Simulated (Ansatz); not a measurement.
# Sb: stress in a strained cell

Sb is deformed so: equal xy, yz and zx engineering shear strains of +2 %. What stress and forces result, by LAPW, PAW and all-electron datasets made for the crystal?

Computed with Ansatz 0.2.0 (DFT PBEsol, scalar-relativistic, unless a step's input says otherwise).

**1. The starting structure**

The structure is hexagonal, space group P6_3/mmc (No. 194). The conventional cell has a = 3.369 Å, b = 3.369 Å, c = 5.330 Å, α = 90.00°, β = 90.00°, γ = 120.00°. Around Sb (site symmetry -6m2) lie 12 Sb at 3.30 to 3.37 Å.

Coordinates:

```
CELL_PARAMETERS angstrom
3.36900 0.00000 0.00000
-1.68450 2.91764 0.00000
0.00000 0.00000 5.33000
ATOMIC_POSITIONS crystal
Sb 0.33333 0.66667 0.25000
Sb 0.66667 0.33333 0.75000
```

Atoms are numbered in the order of the input: Sb1, Sb2.

**2. The deformed structure**

Space group P6_3/mmc before, P-1 after.

**3. All-electron LAPW**

Contents of input.yaml:

```yaml
crystal:
  lattice:
    - [3.3690001795, 0.0336900018, 0.0336900018]
    - [-1.6553236924, 2.9007947399, 0.0123313965]
    - [0.0533, 0.0533, 5.33]
  atoms:
    - { symbol: Sb, position: [0.3333333333, 0.6666666667, 0.25] }
    - { symbol: Sb, position: [0.6666666667, 0.3333333333, 0.75] }
kpoints:
  mp_grid: { grid: [12, 12, 7] }
  band_path:
    path:
      - [0.0, 0.0, 0.0]
      - [0.0, -0.5, 0.0]
      - [0.0, 0.0, 0.5]
      - [0.0, 0.0, 0.0]
      - [-0.5, 0.0, 0.0]
      - [-0.5, 0.5, -0.5]
      - [0.0, 0.0, 0.0]
      - [-0.5, 0.0, -0.5]
      - [-0.5, 0.5, 0.0]
    npoints: 5
scf:
  occupations: { method: fermi_dirac, width: 0.05 }
hamiltonian:
  xc: pbesol
  pseudopotentials: { kind: all_electron, lapw: { basis_error: 0.0005 } }
output:
  forces: true
  stress: true
  eigenvalues: true
```

On the command line:

```
ansatz run input.yaml --threads 1 --pin off --max-ram 3072MiB --backend cpu --events-out ev --progress --plain --runs-dir out
```

**4. PAW with frozen cores**

Contents of input.yaml:

```yaml
crystal:
  lattice:
    - [3.3690001795, 0.0336900018, 0.0336900018]
    - [-1.6553236924, 2.9007947399, 0.0123313965]
    - [0.0533, 0.0533, 5.33]
  atoms:
    - { symbol: Sb, position: [0.3333333333, 0.6666666667, 0.25] }
    - { symbol: Sb, position: [0.6666666667, 0.3333333333, 0.75] }
kpoints:
  mp_grid: { grid: [12, 12, 7] }
scf:
  occupations: { method: fermi_dirac, width: 0.05 }
hamiltonian:
  xc: pbesol
  pseudopotentials: { kind: paw }
output:
  forces: true
  stress: true
  eigenvalues: true
  efg: { contact_densities: true }
  write_density: true
  write_potential: true
  elf: true
  volumetric_format: npy
```

**5. Datasets made for this crystal**

input.yaml: that of step 4 with these lines changed.

```diff
@@ -14,3 +14,3 @@
   xc: pbesol
-  pseudopotentials: { kind: paw }
+  pseudopotentials: { kind: all_electron, datasets: crystal }
 output:
@@ -20,5 +20 @@
   efg: { contact_densities: true }
-  write_density: true
-  write_potential: true
-  elf: true
-  volumetric_format: npy
```

(Steps that only read results are left out.)

Q: Predict the outcome of this session. Wanted: pressure; largest shear or deviatoric stress.

**Answer**, as computed:

| quantity | value |
| --- | --- |
| pressure | LAPW -0.13, PAW -0.14, crystal datasets -0.13 GPa |
| largest shear or deviatoric stress (LAPW) | 0.72 GPa |

What this shows: The largest part of the stress beyond the pressure is 0.72 GPa in size, in the zz component; the atoms are carried along and not relaxed. No run of the undeformed cell stands beside it, so the pressure holds what the given cell had before the change. PAW: stress within 0.01 GPa of LAPW, forces within 1 meV/Å. Crystal datasets: stress within 0.01 GPa of LAPW, forces within 1 meV/Å. Spin-orbit coupling is left out, though the cell holds Sb; in elements this heavy it can shift bands and gaps by tenths of an eV.
